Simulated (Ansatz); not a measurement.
Geometry optimisation, DFT PBEsol, scalar-relativistic, plane waves, PAW (Ansatz 0.2.0).

The input (input.yaml):

```yaml
accuracy: low
crystal:
  lattice:
    - [0.0, 5.43, 5.43]
    - [5.43, 0.0, 5.43]
    - [5.43, 5.43, 0.0]
  atoms:
    - { symbol: Si, position: [0.0, 0.0, 0.0] }
    - { symbol: Si, position: [0.125, 0.125, 0.125] }
    - { symbol: Si, position: [0.0, 0.0, 0.5] }
    - { symbol: Si, position: [0.125, 0.125, 0.625] }
    - { symbol: Si, position: [0.0, 0.5, 0.0] }
    - { symbol: Si, position: [0.125, 0.625, 0.125] }
    - { symbol: Si, position: [0.0, 0.5, 0.5] }
    - { symbol: Si, position: [0.125, 0.625, 0.625] }
    - { symbol: Si, position: [0.5, 0.0, 0.0] }
    - { symbol: Si, position: [0.625, 0.125, 0.125] }
    - { symbol: Si, position: [0.5, 0.0, 0.5] }
    - { symbol: Si, position: [0.625, 0.125, 0.625] }
    - { symbol: Si, position: [0.5, 0.5, 0.0] }
    - { symbol: Si, position: [0.625, 0.625, 0.125] }
    - { symbol: Si, position: [0.5, 0.5, 0.5] }
    - { symbol: Si, position: [0.625, 0.625, 0.625] }
    - { symbol: Al, position: [0.7445936, 0.2532598, 0.7436448], spin: 1.0 }
magnetization:
  spin_polarized: true
basis:
  ecutwfc: 420.0
kpoints:
  mp_grid: { grid: [2, 2, 2] }
hamiltonian:
  xc: pbesol
  pseudopotentials: { kind: paw, azcp: { folder: soft_1 } }
scf:
  occupations: { method: fermi_dirac, width: 0.02 }
  lower_state_search: "off"
relax:
  f_tol: 0.08
  max_steps: 25
  adjacent_minimum: "off"
```

Run as:

```bash
$ ansatz run input.yaml --threads 1 --pin off --max-ram 3072MiB --backend cpu --events-out ev --progress --plain --runs-dir out
```

Q: Where does it end, and by what steps?

A: It converged. Limits of this set-up: coarse k mesh, PAW files made for another functional, a small cell, in which the defect meets its images, low accuracy level. After 3 steps the energy has fallen by 0.341 eV; Si12 moved furthest, 0.09 Å.

| step | energy less start (eV) | largest force component (eV/Å) | accepted |
| --- | --- | --- | --- |
| 0 | 0.0000 | 1.208 | yes |
| 1 | -0.3000 | 0.469 | yes |
| 2 | -0.3382 | 0.082 | yes |
| 3 | -0.3406 | 0.014 | yes |

```xyz
17
Lattice="0.0000 5.4300 5.4300 5.4300 0.0000 5.4300 5.4300 5.4300 0.0000" Properties=species:S:1:pos:R:3
Si 0.000 0.011 0.000
Si 1.371 1.340 1.371
Si 2.699 2.711 -0.002
Si 4.025 4.115 1.404
Si 2.715 -0.002 2.715
Si 4.058 1.341 4.059
Si 5.430 2.712 2.729
Si 6.801 4.084 4.058
Si -0.002 2.711 2.700
Si 1.403 4.115 4.025
Si 2.713 5.424 2.714
Si 4.023 6.735 4.023
Si 2.729 2.712 5.430
Si 4.057 4.084 6.802
Si 5.428 5.412 5.429
Si 6.834 6.736 6.835
Al 5.428 8.139 5.429
```

Whether the end is a true minimum wasn't checked by a vibrational analysis.

The run took 24 s on 1 thread of AMD EPYC 9R45 96-Core Processor (Zen 5), on a shared host, peak memory 0.72 GiB.
